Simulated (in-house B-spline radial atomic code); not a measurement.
**Au⁸⁺: excited configurations**

Wanted: excitation energies of Au⁸⁺ as differences of total energies (ΔSCF).

Method: Dirac-Hartree-Fock, average of configuration, Fermi nucleus, basis-set limit. Code: in-house B-spline radial atomic code version 1.

## Step 1: The system

- element: gold (Z = 79)
- charge: +8
- electrons: 71
- configuration: [Xe] 4f14 5d3
- Hamiltonian: Dirac-Coulomb
- nucleus: Fermi, rms radius 5.437 fm

Outer shells as boxes (Hund's rule):

[Xe] 4f14 5d3
```
[Xe] core
4f [↑↓][↑↓][↑↓][↑↓][↑↓][↑↓][↑↓]
5d [↑ ][↑ ][↑ ][  ][  ]
```

The boxes draw the filling by Hund's rule, which heavy ions in jj coupling don't follow; these runs average over all states of the configuration.

The run's settings:

```ini
Z = 79
electrons = 71.0
configuration = [Xe] 4f14 5d3
hamiltonian = dirac
method = hf
spin_polarised = False
nucleus = fermi
rms_radius = 5.4371
mass_number = 197
atomic_mass = 196.966570103
speed_of_light = 137.035999084
```

From the earlier run of the reference: total energy -19019.143305 hartree. Levels, eight at most:

```
orbital  occupation  energy (eV)  <r> (bohr)
  4d5/2           6      -488.30      0.4619
  5s1/2           2      -251.91      0.9131
  4f5/2           6      -235.08      0.4875
  4f7/2           8      -231.08      0.4940
  5p1/2           2      -208.12      0.9691
  5p3/2           4      -189.10       1.042
  5d3/2         1.2      -130.38       1.221
  5d5/2         1.8      -127.91       1.248
```

## Step 2: Run with [Kr] 4d10 4f14 5s2 5p5 5d3 7f1

The run's settings:

```ini
Z = 79
electrons = 71.0
configuration = [Kr] 4d10 4f14 5s2 5p5 5d3 7f1
hamiltonian = dirac
method = hf
spin_polarised = False
nucleus = fermi
rms_radius = 5.4371
mass_number = 197
atomic_mass = 196.966570103
speed_of_light = 137.035999084
```

## Step 3: Configuration [Xe] 4f13 5d3 7p1

Changes to the settings of step 2:

```diff
@@ -2,3 +2,3 @@
 electrons = 71.0
-configuration = [Kr] 4d10 4f14 5s2 5p5 5d3 7f1
+configuration = [Xe] 4f13 5d3 7p1
 hamiltonian = dirac
```

## Step 4: Run with [Xe] 4f13 5d3 6d1

Changes to the settings of step 3:

```diff
@@ -2,3 +2,3 @@
 electrons = 71.0
-configuration = [Xe] 4f13 5d3 7p1
+configuration = [Xe] 4f13 5d3 6d1
 hamiltonian = dirac
```

## Step 5: [Kr] 4d10 4f14 5s2 5p5 5d3 7g1

Changes to the settings of step 4:

```diff
@@ -2,3 +2,3 @@
 electrons = 71.0
-configuration = [Xe] 4f13 5d3 6d1
+configuration = [Kr] 4d10 4f14 5s2 5p5 5d3 7g1
 hamiltonian = dirac
```

## Step 6: [Kr] 4d10 4f14 5s2 5p5 5d3 6f1

Changes to the settings of step 5:

```diff
@@ -2,3 +2,3 @@
 electrons = 71.0
-configuration = [Kr] 4d10 4f14 5s2 5p5 5d3 7g1
+configuration = [Kr] 4d10 4f14 5s2 5p5 5d3 6f1
 hamiltonian = dirac
```

## Step 7: Configuration [Kr] 4d10 4f14 5s2 5p5 5d3 7p1

Changes to the settings of step 6:

```diff
@@ -2,3 +2,3 @@
 electrons = 71.0
-configuration = [Kr] 4d10 4f14 5s2 5p5 5d3 6f1
+configuration = [Kr] 4d10 4f14 5s2 5p5 5d3 7p1
 hamiltonian = dirac
```

How far above the reference does each configuration lie (order and size, in eV)?

As calculated:

| net move | configuration | energy above the reference (eV) | with Breit, QED, recoil (eV) | largest <r> (bohr) |
| --- | --- | --- | --- | --- |
| 5p → 7p | [Kr] 4d10 4f14 5s2 5p5 5d3 7p1 | 142.44 | 142.23 | 3.54 |
| 5p → 6f | [Kr] 4d10 4f14 5s2 5p5 5d3 6f1 | 148.69 | 148.43 | 3.38 |
| 4f → 6d | [Xe] 4f13 5d3 6d1 | 158.69 | 158.95 | 2.56 |
| 5p → 7f | [Kr] 4d10 4f14 5s2 5p5 5d3 7f1 | 162.95 | 162.70 | 5.21 |
| 5p → 7g | [Kr] 4d10 4f14 5s2 5p5 5d3 7g1 | 171.30 | 171.06 | 6.79 |
| 4f → 7p | [Xe] 4f13 5d3 7p1 | 173.12 | 173.40 | 3.53 |

Quantum defects of the promoted electron, δ = n − ζ/√(−2ε) with ζ = 9 and ε its orbital energy in hartree:

| promotion | δ |
| --- | --- |
| 5p → 7p | 2.393 |
| 5p → 6f | 1.088 |
| 4f → 6d | 1.934 |
| 5p → 7f | 1.077 |
| 5p → 7g | 0.085 |
| 4f → 7p | 2.406 |

What this shows: The lowest of them is 5p → 7p at 142.44 eV and the highest 4f → 7p at 173.12 eV. Koopmans' estimate of the ionisation threshold is 127.91 eV; 6 configurations exceed it by over 2 % and could autoionise. Of those tabulated, the defect is largest for 7p (2.41) and least for 7g (0.09): low angular momentum penetrates the core, high angular momentum stays outside it. Two partly filled shells share a symmetry and can mix in the average, which may lower the energy, for: 5p → 7p; 4f → 6d. These are averages over configurations, without correlation, not spectroscopic levels.
